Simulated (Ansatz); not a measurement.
**Al₂Ga (quartet): from Hartree-Fock to the top rungs, cc-pVDZ**

How much of the correlation energy of Al₂Ga (quartet) does each wave-function method recover here?

Program: Ansatz 0.2.0, Gaussian basis. Level of theory: cc-pVDZ, core rule «outside noble gas», up to 24 orbitals frozen. These are calculated values, not measurements.

To be run: UHF; CCSD(T) on ROHF; CCSD(T) on UHF; BCCD(T) on ROHF; CISD; CCSDT(Q) on ROHF; CCSDT(Q) on UHF; CCSDTQ on ROHF; CASSCF and MRCISD+Q, 9 electrons in 12 orbitals; CASSCF and MRCISD+Q(relaxed), 9 electrons in 12 orbitals; CASSCF and NEVPT2, 9 electrons in 12 orbitals.

5 further runs of the same task are left out: 5 set aside as unsound or not needed.

## 1. The geometry

The geometry is a PBE0/def2-TZVP stationary point (not a proven minimum). No spin-orbit coupling is included. The filled d shell of Ga may be among the frozen orbitals whatever the setting's name suggests; the logs give the count.

3 atoms, charge 0, spin multiplicity 4.

Atoms are counted from 1 here; the program's logs count them from 0.

Bond lengths: Al1–Al2 2.581 Å, Al2–Ga3 2.573 Å. Angles: Al1–Al2–Ga3 70.0°.

## 2. UHF

The input, in.yaml:

```yaml
crystal:
  periodic: [false, false, false]
  atoms:
    - {symbol: Al, position_ang: [0.000000, -1.007251, 1.777914]}
    - {symbol: Al, position_ang: [0.000000, 1.438625, 0.953445]}
    - {symbol: Ga, position_ang: [0.000000, -0.166934, -1.056986]}
basis:
  gaussian: {orbitals: cc-pVDZ}
magnetization: {spin_polarized: true, initial_magnetization: 3}
hamiltonian: {xc: hf}
output: {orbitals: {seedname: orbitals}}
```

The run is started by

```
> ansatz run in.yaml --threads 1 --pin off --events-out ev --progress --plain --max-ram 4096MiB --backend cpu
```

Further steps of the session: CCSD(T) on ROHF; CCSD(T) on UHF; BCCD(T) on ROHF; CISD; CCSDT(Q) on ROHF; CCSDT(Q) on UHF; CCSDTQ on ROHF; CASSCF and MRCISD+Q, 9 electrons in 12 orbitals; CASSCF and MRCISD+Q(relaxed), 9 electrons in 12 orbitals; CASSCF and NEVPT2, 9 electrons in 12 orbitals.

Q: Predict the results of all the runs planned. Wanted: RCCSDTQ below the RHF energy; RMP2 from RCCSDTQ; UMP2 from RCCSDTQ; RCCSD from RCCSDTQ; RCCSD(T) from RCCSDTQ; UCCSD(T) from RCCSDTQ; RCCSDT(Q) from RCCSDTQ; UCCSDT(Q) from RCCSDTQ; NEVPT2 valence from RCCSDTQ.

As calculated:

```
                              quantity                                                                              value
          RCCSDTQ below the RHF energy                                                                         -5.2319 eV
                     RMP2 from RCCSDTQ                                                                    +27.75 kcal/mol
                     UMP2 from RCCSDTQ                                                                    +29.42 kcal/mol
                    RCCSD from RCCSDTQ                                                                     +9.25 kcal/mol
                 RCCSD(T) from RCCSDTQ                                                                     +2.01 kcal/mol
                 UCCSD(T) from RCCSDTQ                                                                     +1.98 kcal/mol
                RCCSDT(Q) from RCCSDTQ                                                                     +0.06 kcal/mol
                UCCSDT(Q) from RCCSDTQ                                                                     -0.06 kcal/mol
           NEVPT2 valence from RCCSDTQ                                                                    +14.65 kcal/mol
         MRCISD+Q valence from RCCSDTQ                                                                     -0.15 kcal/mol
MRCISD+Q(relaxed) valence from RCCSDTQ                                                                     -0.70 kcal/mol
     levels within 1 kcal/mol (43 meV)  RCCSDT, UCCSDT, RCCSDT(Q), UCCSDT(Q), MRCISD+Q valence, MRCISD+Q(relaxed) valence
                         T1 diagnostic                                                                              0.029
        effectively unpaired electrons                                                                               3.13
```

RCCSD(T) misses by +2.01 kcal/mol, 1.7 % of the correlation energy. One determinant dominates. Of the multireference levels listed MRCISD+Q valence comes nearest in total energy (-0.15 kcal/mol), which doesn't show that its space is the better one. These misses are within one basis, not against nature; the frozen cores of restricted and unrestricted runs differ, which can shift their rows.
